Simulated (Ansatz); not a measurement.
# Cl2H3InO2: the cost of one run

Method: RKS CAM-B3LYP-D4/def2-SVP, in Ansatz 0.2.0.

## (1) Starting point

Bond lengths: In1–O2 2.340 Å, O2–H3 1.010 Å, In1–Cl4 2.440 Å, In1–O5 1.990 Å, O5–H6 1.010 Å, In1–Cl7 2.740 Å. Angles: In1–O2–H3 109.5°, O2–In1–Cl4 120.0°, O2–In1–O5 120.0°, O2–In1–Cl7 71.6°, Cl4–In1–O5 120.0°, Cl4–In1–Cl7 88.5°, O5–In1–Cl7 110.0°, In1–O5–H6 109.5°.

As a file:

```xyz
8

In    0.0000    0.0000    0.0000
O     0.0000    0.0000    2.3400
H    -0.9095   -0.2814    2.6771
Cl    2.1130    0.0000   -1.2200
O    -1.7233    0.0000   -0.9950
H    -2.2330   -0.8467   -0.7865
Cl    0.5844    2.5337    0.8640
H     0.3027    1.3126    2.0920
```

## (2) Pulling towards end A

Springs on the bonds that form and break draw the guess towards this end; the thresholds are loose.

The input, input.yaml:

```yaml
crystal:
  periodic: [false, false, false]
  atoms:
    - { symbol: In, position_ang: [0.0, 0.0, 0.0] }
    - { symbol: O, position_ang: [0.0, 0.0, 2.34] }
    - { symbol: H, position_ang: [-0.9095, -0.2814, 2.6771] }
    - { symbol: Cl, position_ang: [2.113, 0.0, -1.22] }
    - { symbol: O, position_ang: [-1.7233, 0.0, -0.995] }
    - { symbol: H, position_ang: [-2.233, -0.8467, -0.7865] }
    - { symbol: Cl, position_ang: [0.5844, 2.5337, 0.864] }
    - { symbol: H, position_ang: [0.3027, 1.3126, 2.092] }
basis:
  gaussian: { orbitals: def2-SVP }
hamiltonian:
  xc: cam_b3lyp
  dispersion: d4
relax:
  f_tol: 0.15
  max_steps: 25
  restrain:
    - { distance: [0, 6], at: 3.64, k: 30.0 }
    - { distance: [7, 1], at: 2.21, k: 30.0 }
    - { distance: [0, 1], at: 1.99, k: 30.0 }
    - { distance: [7, 6], at: 1.37, k: 30.0 }
```

Command:

```console
$ ansatz run input.yaml --threads 4 --pin off --max-ram 5120MiB --backend cpu --events-out ev --progress --plain --runs-dir out
```

**Question.** How long does this run take on 4 threads of AMD EPYC 9R45 (Zen 5), shared host, and how much memory does it need?

About 12 s, with a peak of 0.33 GiB.
